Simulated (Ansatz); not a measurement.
# Rb4O: the cost of one run

Program: Ansatz 0.2.0. Level of theory: DFT PBE, scalar-relativistic, plane waves, PAW. These are calculated values, not measurements.

2 further runs of the same task are left out: 1 that didn't finish, 1 set aside as unsound or not needed.

## Step 1: The system as given

The structure is cubic, space group I-43m (No. 217). The conventional cell has a = 7.438 Å, b = 7.438 Å, c = 7.438 Å, α = 90.00°, β = 90.00°, γ = 90.00°. Rb (site symmetry 3m) has 1 O at 2.38 Å as nearest neighbours. O (site symmetry -43m) is surrounded by 4 Rb at 2.38 Å.

As a file:

```
CELL_PARAMETERS angstrom
-3.71896 3.71896 3.71896
3.71896 -3.71896 3.71896
3.71896 3.71896 -3.71896
ATOMIC_POSITIONS crystal
Rb 0.00000 0.63058 0.00000
Rb 0.36942 0.36942 0.36942
Rb 0.00000 0.00000 0.63058
Rb 0.63058 0.00000 0.00000
O 0.00000 0.00000 0.00000
```

The cell is invented: species swapped into a database cell of GeF4 (I-43m, No. 217), with O on the Ge sites and Rb on the F sites. Lengths come from tabulated atomic sizes and are only a guess.

## Step 2: The guess as it stands, on a coarse mesh

File input.yaml:

```yaml
crystal:
  lattice:
    - [-3.71896292, 3.71896292, 3.71896292]
    - [3.71896292, -3.71896292, 3.71896292]
    - [3.71896292, 3.71896292, -3.71896292]
  atoms:
    - { symbol: Rb, position: [0.0, 0.63058078, 0.0] }
    - { symbol: Rb, position: [0.36941922, 0.36941922, 0.36941922] }
    - { symbol: Rb, position: [0.0, 0.0, 0.63058078] }
    - { symbol: Rb, position: [0.63058078, 0.0, 0.0] }
    - { symbol: O, position: [0.0, 0.0, 0.0] }
basis:
  ecutwfc: 420
kpoints:
  mp_grid: { grid: [4, 4, 4] }
hamiltonian:
  xc: pbe
scf:
  occupations: { method: gaussian, width: 0.1 }
  lower_state_search: "off"
output:
  forces: true
  stress: true
  eigenvalues: true
```

Run with:

```console
> ansatz run input.yaml --threads 1 --pin off --max-ram 2560MiB --backend cpu --events-out ev --progress --plain --runs-dir out
```

Q: Estimate wall time and peak memory on 1 thread of Arm Neoverse N1, shared host.

About 6.6 s, with a peak of 0.34 GiB.
